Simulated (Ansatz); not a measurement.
**SiBrF: one species, many methods**

How much do the methods differ for SiBrF? The plan is to run it at one geometry with functionals of several rungs and with coupled cluster, and see how far each lands from CCSD(T) at the basis-set limit for the atomisation energy.

Method: functionals in def2-TZVPP, the program's frozen cores in correlated methods; program: Ansatz 0.2.0, Gaussian basis.

Levels to be run: LDA (SPW92), PBE-D4, revPBE-D4, BLYP-D4, r2SCAN-D4, B97M-V, PBE0-D4, B3LYP-D4, r2SCANh-D4, r2SCAN0-D4, HSE06-D4, BHLYP-D4, CAM-B3LYP-D4, LC-ωPBE, ωB97X-V, ωB97M-V, B2PLYP, PBE-QIDH; CCSD(T)/def2-SVP; CCSD(T)/def2-TZVPP; CCSD(T)/def2-QZVPP; extrapolation to the limit; RPA on PBE.

## Step 1: The relaxed structure

An earlier PBE0-D4 in a triple-zeta def2 set relaxation fixed the geometry.

SMILES `F[Si]Br`, 3 atoms, charge 0, spin multiplicity 1.

Atoms are counted from 1 here; the program's logs count them from 0.

Bond lengths: F1–Si2 1.603 Å, Si2–Br3 2.255 Å. Angles: F1–Si2–Br3 100.7°.

## Step 2: LDA

This LDA is Slater exchange with PW92 correlation.

Input file in.yaml:

```yaml
crystal:
  periodic: [false, false, false]
  atoms:
    - {symbol: F, position_ang: [0.346845, 1.310735, 0.323729]}
    - {symbol: Si, position_ang: [-0.697849, 0.297052, -0.346606]}
    - {symbol: Br, position_ang: [0.340005, -1.672587, 0.009576]}
basis:
  gaussian: {orbitals: def2-TZVPP}
hamiltonian: {xc: lda}
output: {orbitals: {seedname: orbitals}}
```

Run with:

```bash
> ansatz run in.yaml --threads 4 --pin off --events-out ev --progress --plain --max-ram 10444MiB
```

Further steps of the session: PBE-D4 (GGA); revPBE-D4 (GGA); BLYP-D4 (GGA); r2SCAN-D4 (meta-GGA); B97M-V (meta-GGA); PBE0-D4 (hybrid); B3LYP-D4 (hybrid); r2SCANh-D4 (hybrid); r2SCAN0-D4 (hybrid); HSE06-D4 (hybrid); BHLYP-D4 (hybrid); CAM-B3LYP-D4 (range-separated); LC-ωPBE (range-separated); ωB97X-V (range-separated); ωB97M-V (range-separated); B2PLYP (double hybrid); PBE-QIDH (double hybrid); CCSD(T) in def2-SVP; CCSD(T) in def2-TZVPP; CCSD(T) in def2-QZVPP; RPA on PBE orbitals.

**Question.** What will the summary of the whole plan be? Wanted: atomisation energy, CCSD(T)/CBS; farthest beyond LDA; mean size of error, GGA; mean size of error, meta-GGA; mean size of error, hybrid; mean size of error, range-separated; mean size of error, double hybrid; gap, smallest and largest; T1 diagnostic.

The runs gave:

| quantity | value |
| --- | --- |
| atomisation energy, CCSD(T)/CBS | 10.376 eV |
| functionals within 0.104 eV (1.0 %) | BLYP-D4, r2SCAN-D4, B97M-V, ωB97M-V |
| farthest beyond LDA | BHLYP-D4 (-0.719 eV) |
| mean size of error, GGA | 0.143 eV |
| mean size of error, meta-GGA | 0.077 eV |
| mean size of error, hybrid | 0.353 eV |
| mean size of error, range-separated | 0.179 eV |
| mean size of error, double hybrid | 0.282 eV |
| gap, smallest and largest | 3.24 eV (LDA (SPW92)), 9.87 eV (LC-ωPBE) |
| T1 diagnostic | 0.0119 |
| triples share of the correlation energy | 3.4 % |

LDA overbinds by 1.666 eV (16 %). PBE-D4 is off by +0.179 eV. Double hybrids carry the basis error of their MP2 part in triple zeta, and no dispersion term here, so their miss is partly the set-up's. By mean error the best rung here is meta-GGA (0.077 eV) and the worst beyond LDA is hybrid (0.353 eV). The mean of the hybrids holds BHLYP, with half exact exchange. RPA and LDA stand outside this count. Misses under about 0.104 eV are within the doubt on the reference itself, which lacks core-valence correlation, relativity and higher excitations, and its outer-core shells are covered unevenly. All levels share the lack of spin-orbit coupling, which lowers the free heavy atoms and so the true binding. Hartree-Fock recovers 69 % of the binding; the rest is correlation. CCSD(T) in def2-SVP is off by -1.225 eV, more than most functionals: a good method in a small basis is no reference. The gap grows from 3.2 to 9.9 eV across the functionals, mostly with the share of exact exchange. The restricted reference is unstable towards a spin-broken one. Correlated methods include outer-core shells of Br, which these sets cover unevenly.
